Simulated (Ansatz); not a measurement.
Crystal: Ta3AsAu2O13.

```xyz
19
Lattice="5.2424 3.0267 4.1427 -5.2424 3.0267 4.1427 0.0000 -6.0534 4.1427" Properties=species:S:1:pos:R:3 pbc="T T T"
Ta   -1.7887    1.0327    4.2854
Ta    0.0000   -2.0655    4.2854
Ta    1.7887    1.0327    4.2854
As    0.0000    0.0000    6.9446
Au    0.0000    0.0000   12.0005
Au    0.0000    0.0000    9.3342
O    -1.3566    0.7832    6.1532
O     0.0000   -1.5665    6.1532
O     1.3566    0.7832    6.1532
O     2.5380   -0.6359    3.6068
O    -0.7183    2.5159    3.6068
O    -1.8197   -1.8800    3.6068
O     1.8197   -1.8800    3.6068
O    -2.5380   -0.6359    3.6068
O     0.7183    2.5159    3.6068
O    -3.3469    1.9323    4.0073
O     0.0000   -3.8647    4.0073
O     3.3469    1.9323    4.0073
O     0.0000    0.0000    3.8329
```

The cell was built by a generator and needn't be a form met in nature.

| Property | Result |
| --- | --- |
| Program | Ansatz 0.2.0 |
| Task | relaxation of cell and atoms |
| Functional | r2SCAN |
| Potentials or basis | Ansatz PAW |
| Cutoff | 500 eV (not typed: the program's choice for these potentials) |
| k mesh | 3 × 3 × 3 |
| Occupations | fermi-dirac, width 0.05 eV |
| Spin | no spin polarisation |

At the start: volume 20.76 Å³/atom.

Question: Where does the relaxation end?

Answer: It ends after 7 steps and the volume is 19.88 Å³/atom (-4.2 %); space group R3m (No. 160, to 0.05 Å).

Step by step:
| step | energy change (eV) | largest force (eV/Å) | volume (Å³) |
| --- | --- | --- | --- |
| 1 | 0.0000 | 0.5179 | 394.40 |
| 2 | -0.1123 | 0.3751 | 379.62 |
| 3 | -0.1304 | 0.0998 | 378.88 |
| 4 | -0.1334 | 0.0345 | 378.09 |
| 5 | -0.1341 | 0.0125 | 377.73 |
| 6 | -0.1341 | 0.0078 | 377.74 |
| 7 | -0.1281 | 0.0079 | 377.74 |

Final structure:
```cif
data_structure
_symmetry_space_group_name_H-M 'P 1'
_symmetry_Int_Tables_number 1
_cell_length_a 7.2337
_cell_length_b 7.2337
_cell_length_c 7.2337
_cell_angle_alpha 92.100
_cell_angle_beta 92.100
_cell_angle_gamma 92.100
_cell_volume 377.74
loop_
_atom_site_label
_atom_site_type_symbol
_atom_site_fract_x
_atom_site_fract_y
_atom_site_fract_z
_atom_site_occupancy
Ta1 Ta 0.22941 0.57063 0.22941 1
Ta2 Ta 0.22941 0.22941 0.57063 1
Ta3 Ta 0.57063 0.22941 0.22941 1
As1 As 0.56160 0.56160 0.56160 1
Au1 Au 0.97287 0.97287 0.97287 1
Au2 Au 0.75589 0.75589 0.75589 1
O1 O 0.41088 0.66631 0.41088 1
O2 O 0.41088 0.41088 0.66631 1
O3 O 0.66631 0.41088 0.41088 1
O4 O 0.49557 0.01076 0.35895 1
O5 O 0.35895 0.49557 0.01076 1
O6 O 0.01076 0.35895 0.49557 1
O7 O 0.35895 0.01076 0.49557 1
O8 O 0.01076 0.49557 0.35895 1
O9 O 0.49557 0.35895 0.01076 1
O10 O 0.11031 0.74902 0.11031 1
O11 O 0.11031 0.11031 0.74902 1
O12 O 0.74902 0.11031 0.11031 1
O13 O 0.30408 0.30408 0.30408 1
```

Caveat: the plane-wave basis is chosen anew once the cell has moved, so the energies of steps on either side of that aren't comparable; the PAW data sets come from PBE, with cores solved anew for the run's functional, which leaves a small shift of forces and pressure.
